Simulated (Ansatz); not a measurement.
# SiCl3 (SMILES Cl[Si](Cl)Cl): UHF/STO-3G

Aim: the electronic atomisation energy of SiCl3 at UHF/STO-3G, from 3 runs. 

The calculation is run with Ansatz 0.2.0.

25 further runs of the same task are left out: 2 that didn't finish, 23 set aside as unsound or not needed.

### 1 The structure to begin with

The species is SiCl3 (4 atoms), meant as a doublet with charge 0. SMILES: `Cl[Si](Cl)Cl`. The shape is that of a PBE0-D4/def2-TZVP optimisation.

Bond lengths: Cl1–Si2 2.043 Å, Si2–Cl3 2.043 Å, Si2–Cl4 2.043 Å. Angles: Cl1–Si2–Cl3 109.4°, Cl1–Si2–Cl4 109.4°, Cl3–Si2–Cl4 109.5°.

### 2 The energy at UHF/STO-3G

Input file in.yaml:

```yaml
crystal:
  periodic: [false, false, false]
  atoms:
    - {symbol: Cl, position_ang: [-1.524800, -0.591600, 1.030100]}
    - {symbol: Si, position_ang: [0.116100, 0.389400, 0.310600]}
    - {symbol: Cl, position_ang: [1.694700, -0.903800, 0.219000]}
    - {symbol: Cl, position_ang: [-0.286000, 1.105900, -1.559700]}
basis:
  gaussian:
    orbitals: STO-3G
magnetization:
  spin_polarized: true
  initial_magnetization: 1
accuracy: high
hamiltonian:
  xc: hf
output: {orbitals: {seedname: orbitals}}
```

On the command line:

```bash
ansatz run in.yaml --threads 1 --pin off --max-ram 3480MiB --events-out events.jsonl --progress --plain --runs-dir runs
```

The program printed:

```text
Warning: RAYON_NUM_THREADS=1 ignored (pool sized by the plan → 1); use --threads N
Functional definition: HF
  name "HF"
  exchange = exact_x
  correlation = 0
683 factors; integrals over basis functions are off by at most 1.5e-8 eV
mean field evaluation 1: about -44880.9708 eV, gradient 1.7e1 eV
mean field evaluation 2: about -44881.0362 eV, gradient 1.7e1 eV
mean field evaluation 4: about -44884.1094 eV, gradient 1.2e0 eV
mean field evaluation 8: about -44884.1525 eV, gradient 2.3e-2 eV
mean field -44884.15249577 eV, -1649.4621806483 hartree, gradient 8.3e-8 eV, S^2 0.753123; 0 other end points of the search recorded, 0 dependent functions left out
reference -44884.15249577 eV, -1649.4621806483 hartree; 33, 32 occupied and 3, 4 virtual orbitals, 683 factors
Total energy: -44884.15249577 eV, -1649.4621806483 hartree
```

Wall time 0.42 s (1 thread of Arm Neoverse V2, shared host); peak memory 0.11 GiB.

### 3 The Cl atom at the same level

Input file molecule.yaml:

```yaml
crystal:
  periodic: [false, false, false]
  atoms:
    - {symbol: Cl, position_ang: [0.000000, 0.000000, 0.000000]}
basis:
  gaussian: {orbitals: STO-3G}
magnetization: {spin_polarized: true, initial_magnetization: 1}
hamiltonian: {xc: hf}
accuracy: high
```

Run the same way, it converges to -454.54219 Eh (log not shown).

### 4 The Si atom at the same level

Input file in.yaml:

```yaml
crystal:
  periodic: [false, false, false]
  atoms:
    - {symbol: Si, position_ang: [0.000000, 0.000000, 0.000000]}
basis:
  gaussian: {orbitals: STO-3G}
magnetization: {spin_polarized: true, initial_magnetization: 2}
hamiltonian: {xc: hf}
accuracy: high
```

Run the same way, it converges to -285.46622 Eh (log not shown).

### 5 Outcome

Level: UHF/STO-3G.

| quantity | value |
| --- | --- |
| molecule: total energy | -1649.46218 Eh |
| molecule: HOMO energy (highest over α and β) | -8.76 eV |
| molecule: LUMO energy (lowest over α and β) | 2.21 eV |
| molecule: ⟨S²⟩ | 0.753 |
| Cl atom: total energy | -454.54219 Eh |
| Cl atom: ⟨S²⟩ | 0.750 |
| Si atom: total energy | -285.46622 Eh |
| Si atom: ⟨S²⟩ | 2.000 |
| electronic atomisation energy | 10.052 eV |

In words: Taking the molecule apart into free atoms costs 10.05 eV (232 kcal/mol), before zero-point energy and without spin-orbit coupling. Hartree–Fock lacks the correlation of the bonding pairs, which as a rule makes this value much too low; in minimal bases other errors can mask that. In a minimal basis such a difference can be off by several eV, whatever the method.
